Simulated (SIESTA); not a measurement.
## Ti3Ag: equation of state with PBEsol

The system is Ti3Ag.

```
Ag Ti
1.0
     4.09881    0.00000    0.00000
     0.00000    4.09881    0.00000
     0.00000    0.00000    4.09881
Ag Ti
1 3
Direct
  0.00000 0.00000 0.00000
  0.00000 0.50000 0.50000
  0.50000 0.00000 0.50000
  0.50000 0.50000 0.00000
```

The cell comes from a database or a generator and needn't be the stable form of this composition.

```json
{"Program": "SIESTA 5.4.2", "Task": "equation of state", "Functional": "PBEsol", "Potentials or basis": "PseudoDojo 0.4 standard (PBEsol files)", "Basis": "DZP (energy shift 0.003 Ry; two zetas on semicore shells)", "Grid cutoff": "800 Ry", "Energy shift": "0.003 Ry", "k mesh": "7 × 7 × 7", "Occupations": "fermi-dirac, width 0.05 eV", "Spin": "no spin polarisation"}
```

```yaml
Equilibrium_volume: 16.48 Å³/atom
Bulk_modulus: 130 GPa
Pressure_derivative_of_the_bulk_modulus: 4.5
```

Energy against volume, from the lowest point:
| volume (Å³/atom) | energy (meV/atom) |
| --- | --- |
| 16.182 | 2.22 |
| 16.527 | 0.00 |
| 16.871 | 3.46 |
| 17.215 | 12.24 |
| 17.560 | 25.44 |
| 17.904 | 42.69 |
| 18.248 | 63.74 |

All runs of the series together: 15 min on 1 thread of Arm Neoverse V2, on a shared host.

Caveat: short orbitals over semicore shells can move pressures by several GPa; the basis of atomic orbitals isn't converged, which shifts pressures, moduli and gaps.
